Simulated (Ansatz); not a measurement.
# GeNSi: the cost of one run

Program: Ansatz 0.2.0, Gaussian basis. Level of theory: cc-pVTZ, core rule «outside noble gas», up to 20 orbitals frozen. These are calculated values, not measurements.

The runs, in order: UHF; CCSD(T) on ROHF; CCSD(T) on UHF; BCCD(T) on ROHF; CCSDT(Q) on ROHF; CCSDT(Q) on UHF; CASSCF and NEVPT2, 12 electrons in 12 orbitals.

6 further runs of the same task are left out: 1 for a known fault of the program, 5 set aside as unsound or not needed.

## 1. The geometry

The geometry is a PBE0/def2-TZVP stationary point (not a proven minimum) of the parent state, kept for this charge and spin. No spin-orbit coupling is included. The filled d shell of Ge may be among the frozen orbitals whatever the setting's name suggests; the logs give the count.

3 atoms, charge 1, spin multiplicity 3.

Atoms are counted from 1 here; the program's logs count them from 0.

Bond lengths: Ge1–Si2 2.353 Å, Si2–N3 1.602 Å. Angles: Ge1–Si2–N3 180.0°.

As a file:

```xyz
3

Ge    0.00000    0.00000    2.10240
Si    0.00000    0.00000   -0.25030
N     0.00000    0.00000   -1.85210
```

## 2. UHF

The input, in.yaml:

```yaml
crystal:
  periodic: [false, false, false]
  atoms:
    - {symbol: Ge, position_ang: [0.000000, 0.000000, 2.102400]}
    - {symbol: Si, position_ang: [0.000000, 0.000000, -0.250300]}
    - {symbol: N, position_ang: [0.000000, 0.000000, -1.852100]}
basis:
  gaussian: {orbitals: cc-pVTZ}
total_charge: 1
magnetization: {spin_polarized: true, initial_magnetization: 2}
hamiltonian: {xc: hf}
output: {orbitals: {seedname: orbitals}}
```

Command:

```console
$ ansatz run in.yaml --threads 1 --pin off --events-out ev --progress --plain --max-ram 4096MiB --backend cpu
```

Q: Estimate wall time and peak memory on 1 thread of AMD EPYC 7R13, shared host.

About 28 s, with a peak of 0.31 GiB.
